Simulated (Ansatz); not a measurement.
# B2Cl2F2H2: a spread of methods and bases

Aim: run B2Cl2F2H2 under a spread of inputs, and see what each costs and gives.

The runs use Ansatz 0.2.0, Gaussian basis; the settings change from run to run.

## (1) The geometry

The geometry comes from an earlier relaxation with PBE0-D4 in a triple-zeta def2 set; it is a stationary point, not always the lowest conformer.

8 atoms, charge 0, spin multiplicity 1.

Atoms are counted from 1 here; the program's logs count them from 0.

Bond lengths: F1–B2 1.326 Å, B2–Cl3 1.983 Å, B2–Cl6 1.983 Å, B2–H7 1.188 Å, Cl3–B4 1.983 Å, B4–F5 1.325 Å, B4–Cl6 1.983 Å, B4–H8 1.188 Å. Angles: F1–B2–Cl3 109.9°, F1–B2–Cl6 109.9°, F1–B2–H7 121.5°, Cl3–B2–Cl6 94.1°, Cl3–B2–H7 108.9°, Cl6–B2–H7 108.9°, B2–Cl3–B4 85.9°, Cl3–B4–F5 110.0°, Cl3–B4–Cl6 94.1°, Cl3–B4–H8 108.9°, F5–B4–Cl6 110.0°, F5–B4–H8 121.6°, Cl6–B4–H8 108.9°, B2–Cl6–B4 85.9°.

## (2) PBE0-DH/def2-SVPD

in.yaml reads:

```yaml
crystal:
  periodic: [false, false, false]
  atoms:
    - {symbol: F, position_ang: [1.123224, -1.331226, 1.505616]}
    - {symbol: B, position_ang: [1.137758, -0.310691, 0.659731]}
    - {symbol: Cl, position_ang: [0.394776, -0.873039, -1.090625]}
    - {symbol: B, position_ang: [-1.137392, 0.309811, -0.658853]}
    - {symbol: F, position_ang: [-1.186876, 1.318300, -1.517254]}
    - {symbol: Cl, position_ang: [-0.363018, 0.921508, 1.061412]}
    - {symbol: H, position_ang: [2.122334, 0.328240, 0.473604]}
    - {symbol: H, position_ang: [-2.090806, -0.362903, -0.433630]}
basis:
  gaussian: {orbitals: def2-SVPD}
hamiltonian: {xc: {name: PBE0-DH}}
```

Run with:

```bash
> ansatz run in.yaml --threads 4 --pin off --events-out ev --progress --plain --max-ram 10444MiB
```

Output:

```text
Functional definition: PBE0-DH
  name "PBE0-DH"
  cite "Brémond & Adamo, J. Chem. Phys. 135, 024106 (2011) doi:10.1063/1.3604569"
  cite "Perdew, Burke & Ernzerhof, Phys. Rev. Lett. 77, 3865 (1996) doi:10.1103/PhysRevLett.77.3865"
  parameter a = 1/2
  parameter c = 1/8
  exchange = (1 - a)*pbe_x + a*exact_x
  correlation = (1 - c)*pbe_c + c*(mp2_os + mp2_ss)
1488 factors; integrals over basis functions are off by at most 8.4e-4 eV
mean field evaluation 1: about -31833.4773 eV, gradient 3.5e1 eV
mean field evaluation 2: about -31833.6353 eV, gradient 3.6e1 eV
mean field evaluation 4: about -31835.7036 eV, gradient 1.5e0 eV
mean field evaluation 8: about -31835.7173 eV, gradient 1.1e-1 eV
mean field evaluation 16: about -31835.7174 eV, gradient 3.6e-5 eV
mean field -31835.71736164 eV, -1169.9410340158 hartree, gradient 5.3e-6 eV, S^2 0.000000; 0 other end points of the search recorded, 0 dependent functions left out
14 core orbitals not correlated: weight in the atoms' cores, before any rotation towards them, 1.000 or more for the frozen orbitals, at most 0.000 for the correlated occupied ones
reference -31835.71739030 eV, -1169.9410350691 hartree; 18, 18 occupied and 124, 124 virtual orbitals, 1488 factors
second order -29.17611742 eV of doubles, -0.00000000 eV of singles
Total energy: -31839.36440497 eV, -1170.0750603864 hartree
```

Wall time 5.5 s (4 threads of Arm Neoverse N1, shared host).

## (3) PBEsol/def2-mTZVP

Options: atoms shaken by 0.03 Å.

in.yaml reads:

```yaml
crystal:
  periodic: [false, false, false]
  atoms:
    - {symbol: F, position_ang: [1.139451, -1.365763, 1.526204]}
    - {symbol: B, position_ang: [1.154135, -0.316661, 0.717671]}
    - {symbol: Cl, position_ang: [0.409655, -0.853703, -1.088814]}
    - {symbol: B, position_ang: [-1.170081, 0.329303, -0.685959]}
    - {symbol: F, position_ang: [-1.149672, 1.362571, -1.534838]}
    - {symbol: Cl, position_ang: [-0.356691, 0.989340, 1.093168]}
    - {symbol: H, position_ang: [2.160448, 0.336726, 0.442298]}
    - {symbol: H, position_ang: [-2.112206, -0.347748, -0.473054]}
basis:
  gaussian: {orbitals: def2-mTZVP}
hamiltonian: {xc: {name: PBEsol}}
```

The command is unchanged.

Output:

```text
Functional definition: PBEsol
  name "PBEsol"
  cite "Perdew et al., Phys. Rev. Lett. 100, 136406 (2008) doi:10.1103/PhysRevLett.100.136406"
  cite "Perdew, Burke & Ernzerhof, Phys. Rev. Lett. 77, 3865 (1996) doi:10.1103/PhysRevLett.77.3865"
  parent pbesol
  exchange = pbesol_x
  correlation = pbesol_c
1180 factors; their error is unknown
mean field evaluation 1: about -31790.8772 eV, gradient 4.3e1 eV
mean field evaluation 2: about -31782.5511 eV, gradient 8.7e1 eV
mean field evaluation 4: about -31794.1307 eV, gradient 4.8e0 eV
mean field evaluation 8: about -31794.1838 eV, gradient 8.9e-2 eV
mean field evaluation 16: about -31794.1554 eV, gradient 5.7e-5 eV
mean field -31794.15540592 eV, -1168.4136603152 hartree, gradient 5.7e-5 eV, S^2 0.000000; 0 other end points of the search recorded, 0 dependent functions left out
reference -31794.15544879 eV, -1168.4136618906 hartree; 32, 32 occupied and 94, 94 virtual orbitals, 1180 factors
Total energy: -31794.15544879 eV, -1168.4136618906 hartree
```

Run time: 1.7 s. Hardware: 4 threads of Arm Neoverse N1, shared host.

## (4) r2SCAN/6-31G

Set apart from the defaults: multiplicity 3, restricted open-shell orbitals.

in.yaml reads:

```yaml
crystal:
  periodic: [false, false, false]
  atoms:
    - {symbol: F, position_ang: [1.123224, -1.331226, 1.505616]}
    - {symbol: B, position_ang: [1.137758, -0.310691, 0.659731]}
    - {symbol: Cl, position_ang: [0.394776, -0.873039, -1.090625]}
    - {symbol: B, position_ang: [-1.137392, 0.309811, -0.658853]}
    - {symbol: F, position_ang: [-1.186876, 1.318300, -1.517254]}
    - {symbol: Cl, position_ang: [-0.363018, 0.921508, 1.061412]}
    - {symbol: H, position_ang: [2.122334, 0.328240, 0.473604]}
    - {symbol: H, position_ang: [-2.090806, -0.362903, -0.433630]}
basis:
  gaussian: {orbitals: 6-31G}
magnetization: {spin_polarized: false, initial_magnetization: 2}
hamiltonian: {xc: {name: r2SCAN}}
```

The command is unchanged.

Output (excerpt; [...] marks lines left out):

```text
Functional definition: r2SCAN
  name "r2SCAN"
  cite "Furness, Kaplan, Ning, Perdew & Sun, J. Phys. Chem. Lett. 11, 8208 (2020) doi:10.1021/acs.jpclett.0c02405"
  cite "Furness, Kaplan, Ning, Perdew & Sun, J. Phys. Chem. Lett. 11, 9248 (2020) doi:10.1021/acs.jpclett.0c03077"
  parent r2scan
[...]
746 factors; integrals over basis functions are off by at most 2.0e-4 eV
[...]
mean field -31852.85651225 eV, -1170.5708861836 hartree, gradient 1.9e-5 eV, S^2 2.000000; 10 other end points of the search recorded, 0 dependent functions left out
reference -31852.85651962 eV, -1170.5708864543 hartree; 33, 31 occupied and 33, 35 virtual orbitals, 746 factors
Total energy: -31852.85651962 eV, -1170.5708864543 hartree
```

Wall time 16 s (4 threads of Arm Neoverse N1, shared host).

## (5) r2SCAN0/STO-3G

Edit in.yaml of step 4 so:

```diff
@@ -12,4 +12,3 @@
 basis:
-  gaussian: {orbitals: 6-31G}
-magnetization: {spin_polarized: false, initial_magnetization: 2}
-hamiltonian: {xc: {name: r2SCAN}}
+  gaussian: {orbitals: STO-3G}
+hamiltonian: {xc: {name: r2SCAN0}}
```

Launched as before.

Output (excerpt; [...] marks lines left out):

```text
Functional definition: r2SCAN0
  name "r2SCAN0"
  cite "Bursch, Neugebauer, Ehlert & Grimme, J. Chem. Phys. 156, 134105 (2022) doi:10.1063/5.0086040"
  cite "Furness, Kaplan, Ning, Perdew & Sun, J. Phys. Chem. Lett. 11, 8208 (2020) doi:10.1021/acs.jpclett.0c02405"
  cite "Furness, Kaplan, Ning, Perdew & Sun, J. Phys. Chem. Lett. 11, 9248 (2020) doi:10.1021/acs.jpclett.0c03077"
  parent r2scan
[...]
513 factors; integrals over basis functions are off by at most 3.3e-5 eV
[...]
mean field -31499.08732375 eV, -1157.5701082995 hartree, gradient 1.4e-5 eV, S^2 0.000000; 0 other end points of the search recorded, 0 dependent functions left out
reference -31499.08732722 eV, -1157.5701084270 hartree; 32, 32 occupied and 8, 8 virtual orbitals, 513 factors
Total energy: -31499.08732722 eV, -1157.5701084270 hartree
```

Wall time 1.5 s (4 threads of Arm Neoverse N1, shared host).

## (6) revPBE0/6-31G

Options: atoms shaken by 0.08 Å.

in.yaml reads:

```yaml
crystal:
  periodic: [false, false, false]
  atoms:
    - {symbol: F, position_ang: [1.019859, -1.345107, 1.482549]}
    - {symbol: B, position_ang: [1.203997, -0.296933, 0.615735]}
    - {symbol: Cl, position_ang: [0.390438, -0.890155, -1.077709]}
    - {symbol: B, position_ang: [-1.094563, 0.269501, -0.695388]}
    - {symbol: F, position_ang: [-1.283826, 1.422689, -1.461037]}
    - {symbol: Cl, position_ang: [-0.469026, 0.771875, 1.012225]}
    - {symbol: H, position_ang: [2.214254, 0.477378, 0.481509]}
    - {symbol: H, position_ang: [-2.247606, -0.279101, -0.346182]}
basis:
  gaussian: {orbitals: 6-31G}
hamiltonian: {xc: {name: revPBE0}}
output: {forces: true}
```

Launched as before.

Output (excerpt; [...] marks lines left out):

```text
Functional definition: revPBE0
  name "revPBE0"
  cite "Zhang & Yang, Phys. Rev. Lett. 80, 890 (1998) doi:10.1103/PhysRevLett.80.890"
  cite "Adamo & Barone, J. Chem. Phys. 110, 6158 (1999) doi:10.1063/1.478522"
  cite "Perdew, Burke & Ernzerhof, Phys. Rev. Lett. 77, 3865 (1996) doi:10.1103/PhysRevLett.77.3865"
[...]
746 factors; integrals over basis functions are off by at most 2.3e-4 eV
[...]
mean field -31856.27229280 eV, -1170.6964138033 hartree, gradient 5.4e-5 eV, S^2 0.000000; 0 other end points of the search recorded, 0 dependent functions left out
[...]
reference -31856.27231551 eV, -1170.6964146381 hartree; 32, 32 occupied and 34, 34 virtual orbitals, 746 factors
Total energy: -31856.27231551 eV, -1170.6964146381 hartree
Atom 0 at     1.019859    -1.345107     1.482549 Å, force     1.119567    -0.213512     0.158872 eV/Å
Atom 1 at     1.203997    -0.296933     0.615735 Å, force     1.092970     0.977965     0.847071 eV/Å
Atom 2 at     0.390438    -0.890155    -1.077709 Å, force     0.558005    -0.802255    -1.933383 eV/Å
Atom 3 at    -1.094563     0.269501    -0.695388 Å, force    -4.844813     0.192154     0.385961 eV/Å
Atom 4 at    -1.283826     1.422689    -1.461037 Å, force     0.756165    -0.624649    -0.383929 eV/Å
Atom 5 at    -0.469026     0.771875     1.012225 Å, force     0.573149     1.745523     2.056938 eV/Å
Atom 6 at     2.214254     0.477378     0.481509 Å, force    -1.529723    -1.516277     0.218708 eV/Å
Atom 7 at    -2.247606    -0.279101    -0.346182 Å, force     2.274680     0.241050    -1.350239 eV/Å
Dipole moment:     0.321635    -0.088677    -0.013201 e Å
```

It took 1.7 s on 4 threads of Arm Neoverse N1, shared host.

Largest force 4.864 eV/Å, dipole 1.60 D.

## (7) wB97/def2-SVPD

This run has multiplicity 3.

in.yaml reads:

```yaml
crystal:
  periodic: [false, false, false]
  atoms:
    - {symbol: F, position_ang: [1.123224, -1.331226, 1.505616]}
    - {symbol: B, position_ang: [1.137758, -0.310691, 0.659731]}
    - {symbol: Cl, position_ang: [0.394776, -0.873039, -1.090625]}
    - {symbol: B, position_ang: [-1.137392, 0.309811, -0.658853]}
    - {symbol: F, position_ang: [-1.186876, 1.318300, -1.517254]}
    - {symbol: Cl, position_ang: [-0.363018, 0.921508, 1.061412]}
    - {symbol: H, position_ang: [2.122334, 0.328240, 0.473604]}
    - {symbol: H, position_ang: [-2.090806, -0.362903, -0.433630]}
basis:
  gaussian: {orbitals: def2-SVPD}
magnetization: {spin_polarized: true, initial_magnetization: 2}
hamiltonian: {xc: {name: wB97}}
output: {forces: true}
```

Same command.

Output (excerpt; [...] marks lines left out):

```text
Functional definition: wB97
  name "wB97"
  cite "Chai & Head-Gordon, J. Chem. Phys. 128, 084106 (2008) doi:10.1063/1.2834918"
  cite "Becke, J. Chem. Phys. 107, 8554 (1997) doi:10.1063/1.475007"
[...]
  # The coefficients of nought are those of the uniform gas.
[...]
      + integral(e_c_pw_opposite_spin*poly(b97_u_opposite, 1, cos1, cos2, cos3, cos4))
1368 factors; their error is unknown
602 factors; integrals over basis functions are off by at most 3.1e-5 eV
[...]
mean field -31847.68995363 eV, -1170.3810186563 hartree, gradient 1.3e-5 eV, S^2 2.015271; 6 other end points of the search recorded, 0 dependent functions left out
[...]
reference -31847.68994563 eV, -1170.3810183625 hartree; 33, 31 occupied and 123, 125 virtual orbitals, 1368 factors
Total energy: -31847.68994563 eV, -1170.3810183625 hartree
Atom 0 at     1.123224    -1.331226     1.505616 Å, force     0.502299    -0.635626     0.706918 eV/Å
Atom 1 at     1.137758    -0.310691     0.659731 Å, force    -1.336368    -0.894992     0.276104 eV/Å
Atom 2 at     0.394776    -0.873039    -1.090625 Å, force     0.307430    -0.747313    -0.833370 eV/Å
Atom 3 at    -1.137392     0.309811    -0.658853 Å, force     1.368963     1.044800    -0.389103 eV/Å
Atom 4 at    -1.186876     1.318300    -1.517254 Å, force    -0.568280     0.592788    -0.694376 eV/Å
Atom 5 at    -0.363018     0.921508     1.061412 Å, force    -0.298105     0.686939     0.886656 eV/Å
Atom 6 at     2.122334     0.328240     0.473604 Å, force     0.998902     0.861864    -0.367032 eV/Å
Atom 7 at    -2.090806    -0.362903    -0.433630 Å, force    -0.974841    -0.908459     0.414204 eV/Å
Dipole moment:     0.000695    -0.000554     0.000670 e Å
```

Run time: 51 s. Hardware: 4 threads of Arm Neoverse N1, shared host; peak memory 0.81 GiB.

Largest force 1.766 eV/Å, dipole 0.01 D, ⟨S²⟩ 2.015.

## (8) BHLYP/aug-cc-pVTZ

This run has D3(BJ) dispersion, relativity set to none.

Edit in.yaml of step 7 so:

```diff
@@ -12,5 +12,3 @@
 basis:
-  gaussian: {orbitals: def2-SVPD}
-magnetization: {spin_polarized: true, initial_magnetization: 2}
-hamiltonian: {xc: {name: wB97}}
-output: {forces: true}
+  gaussian: {orbitals: aug-cc-pVTZ}
+hamiltonian: {xc: {name: BHLYP}, dispersion: d3bj, pseudopotentials: {relativity: none}}
```

Same command.

Output:

```text
Functional definition: BHLYP
  name "BHLYP"
  cite "Becke, J. Chem. Phys. 98, 1372 (1993) doi:10.1063/1.464304"
  cite "Becke, Phys. Rev. A 38, 3098 (1988) doi:10.1103/PhysRevA.38.3098"
  cite "Lee, Yang & Parr, Phys. Rev. B 37, 785 (1988) doi:10.1103/PhysRevB.37.785"
  parameter a = 0.5
  exchange = (1 - a)*b88_x + a*exact_x
  correlation = lyp_c
1898 factors; their error is unknown
mean field evaluation 1: about -31867.4005 eV, gradient 4.0e1 eV
mean field evaluation 2: about -31867.1210 eV, gradient 4.6e1 eV
mean field evaluation 4: about -31869.7836 eV, gradient 1.2e0 eV
mean field evaluation 8: about -31869.8936 eV, gradient 3.4e-1 eV
mean field evaluation 16: about -31869.8937 eV, gradient 2.0e-5 eV
mean field -31869.89372265 eV, -1171.1969921176 hartree, gradient 2.0e-5 eV, S^2 0.000000; 0 other end points of the search recorded, 0 dependent functions left out
reference -31869.89392682 eV, -1171.1969996206 hartree; 32, 32 occupied and 298, 298 virtual orbitals, 1898 factors
Total energy: -31870.20080469 eV, -1171.2082771742 hartree
```

Wall time 11 s (4 threads of Arm Neoverse N1, shared host); peak memory 0.96 GiB.

## (9) B2PLYP/aug-cc-pVDZ

Edit in.yaml of step 8 so:

```diff
@@ -12,3 +12,4 @@
 basis:
-  gaussian: {orbitals: aug-cc-pVTZ}
-hamiltonian: {xc: {name: BHLYP}, dispersion: d3bj, pseudopotentials: {relativity: none}}
+  gaussian: {orbitals: aug-cc-pVDZ}
+hamiltonian: {xc: {name: B2PLYP}}
+output: {forces: true}
```

Launched as before.

Output (excerpt; [...] marks lines left out):

```text
Functional definition: B2PLYP
  name "B2PLYP"
  cite "Grimme, J. Chem. Phys. 124, 034108 (2006) doi:10.1063/1.2148954"
  cite "Becke, Phys. Rev. A 38, 3098 (1988) doi:10.1103/PhysRevA.38.3098"
  cite "Lee, Yang & Parr, Phys. Rev. B 37, 785 (1988) doi:10.1103/PhysRevB.37.785"
[...]
1576 factors; integrals over basis functions are off by at most 4.2e-4 eV
[...]
mean field -31848.73009643 eV, -1170.4192431990 hartree, gradient 3.3e-6 eV, S^2 0.000000; 0 other end points of the search recorded, 0 dependent functions left out
14 core orbitals not correlated: weight in the atoms' cores, before any rotation towards them, 1.000 or more for the frozen orbitals, at most 0.000 for the correlated occupied ones
reference -31848.73029441 eV, -1170.4192504749 hartree; 18, 18 occupied and 132, 132 virtual orbitals, 1576 factors
second order -29.43254074 eV of doubles, -0.00000000 eV of singles
[...]
Total energy: -31856.67708041 eV, -1170.7112894739 hartree
Atom 0 at     1.123224    -1.331226     1.505616 Å, force    -0.026634    -0.818216     0.672955 eV/Å
Atom 1 at     1.137758    -0.310691     0.659731 Å, force     0.332762     0.717269    -0.481041 eV/Å
Atom 2 at     0.394776    -0.873039    -1.090625 Å, force     0.112981    -0.253668    -0.315196 eV/Å
Atom 3 at    -1.137392     0.309811    -0.658853 Å, force    -0.289009    -0.718318     0.497129 eV/Å
Atom 4 at    -1.186876     1.318300    -1.517254 Å, force    -0.024730     0.808315    -0.682673 eV/Å
Atom 5 at    -0.363018     0.921508     1.061412 Å, force    -0.106313     0.265621     0.307475 eV/Å
Atom 6 at     2.122334     0.328240     0.473604 Å, force     0.047142     0.020260    -0.000200 eV/Å
Atom 7 at    -2.090806    -0.362903    -0.433630 Å, force    -0.046200    -0.021263     0.001553 eV/Å
Dipole moment:     0.008223     0.003511    -0.000021 e Å
```

Wall time 18 s (4 threads of Arm Neoverse N1, shared host); peak memory 0.62 GiB.

Largest force 1.060 eV/Å, dipole 0.04 D.

## (10) PBE-QIDH/cc-pVTZ

Set apart from the defaults: charge -1, multiplicity 2.

Edit in.yaml of step 9 so:

```diff
@@ -12,4 +12,6 @@
 basis:
-  gaussian: {orbitals: aug-cc-pVDZ}
-hamiltonian: {xc: {name: B2PLYP}}
+  gaussian: {orbitals: cc-pVTZ}
+total_charge: -1
+magnetization: {spin_polarized: true, initial_magnetization: 1}
+hamiltonian: {xc: {name: PBE-QIDH}}
 output: {forces: true}
```

The command is unchanged.

Output (excerpt; [...] marks lines left out):

```text
Functional definition: PBE-QIDH
  name "PBE-QIDH"
  cite "Brémond, Sancho-García, Pérez-Jiménez & Adamo, J. Chem. Phys. 141, 031101 (2014) doi:10.1063/1.4890314"
  cite "Perdew, Burke & Ernzerhof, Phys. Rev. Lett. 77, 3865 (1996) doi:10.1103/PhysRevLett.77.3865"
[...]
1316 factors; integrals over basis functions are off by at most 7.6e-4 eV
[...]
mean field -31838.91385633 eV, -1170.0585030293 hartree, gradient 7.5e-6 eV, S^2 0.760313; 2 other end points of the search recorded, 0 dependent functions left out
14 core orbitals not correlated: weight in the atoms' cores, before any rotation towards them, 1.000 or more for the frozen orbitals, at most 0.000 for the correlated occupied ones
reference -31838.91387015 eV, -1170.0585035370 hartree; 19, 18 occupied and 183, 184 virtual orbitals, 1316 factors
second order -34.53362042 eV of doubles, -0.00000000 eV of singles
[...]
Total energy: -31850.42507695 eV, -1170.4815325846 hartree
Atom 0 at     1.123224    -1.331226     1.505616 Å, force     0.238502    -0.869225     0.808845 eV/Å
Atom 1 at     1.137758    -0.310691     0.659731 Å, force     0.258331     0.663034    -0.461943 eV/Å
Atom 2 at     0.394776    -0.873039    -1.090625 Å, force     0.261637    -0.624499    -0.748785 eV/Å
Atom 3 at    -1.137392     0.309811    -0.658853 Å, force    -0.187189    -0.633139     0.461835 eV/Å
Atom 4 at    -1.186876     1.318300    -1.517254 Å, force    -0.305978     0.857297    -0.822554 eV/Å
Atom 5 at    -0.363018     0.921508     1.061412 Å, force    -0.265327     0.623723     0.748116 eV/Å
Atom 6 at     2.122334     0.328240     0.473604 Å, force     0.516789    -0.004396     0.185733 eV/Å
Atom 7 at    -2.090806    -0.362903    -0.433630 Å, force    -0.516765    -0.012794    -0.171248 eV/Å
Dipole moment:    -0.001808     0.004045    -0.004005 e Å
```

Run time: 45 s. Hardware: 4 threads of Arm Neoverse N1, shared host; peak memory 1.1 GiB.

Largest force 1.227 eV/Å, ⟨S²⟩ 0.760.

## (11) The runs in one table

```tsv
level	charge	multiplicity	geometry	functions	energy (eV)	time
PBE0-DH/def2-SVPD	0	1	relaxed	156	-31839.364	5.5 s
PBEsol/def2-mTZVP	0	1	shaken	126	-31794.155	1.7 s
r2SCAN/6-31G	0	3	relaxed	66	-31852.857	16 s
r2SCAN0/STO-3G	0	1	relaxed	40	-31499.087	1.5 s
revPBE0/6-31G	0	1	shaken	66	-31856.272	1.7 s
wB97/def2-SVPD	0	3	relaxed	156	-31847.690	51 s
BHLYP/aug-cc-pVTZ	0	1	relaxed	330	-31870.201	11 s
B2PLYP/aug-cc-pVDZ	0	1	relaxed	164	-31856.677	18 s
PBE-QIDH/cc-pVTZ	-1	2	relaxed	216	-31850.425	45 s
```

## (12) Outcome

```
                                         quantity                  value
                                             runs                      9
                                         quickest  r2SCAN0/STO-3G, 1.5 s
                                          slowest   wB97/def2-SVPD, 51 s
spread of total energies, same state and geometry               371.1 eV
```

wB97/def2-SVPD took 34 times as long as r2SCAN0/STO-3G. The jobs differ in tasks and options as well as level. The totals spread over 371 eV; they can't be compared across methods or bases. At the PBE0-D4/def2-TZVP geometry and in the same state, runs without warnings or point charges leave forces up to 1.06 eV/Å (B2PLYP/aug-cc-pVDZ), against 4.9 eV/Å where the atoms were moved.
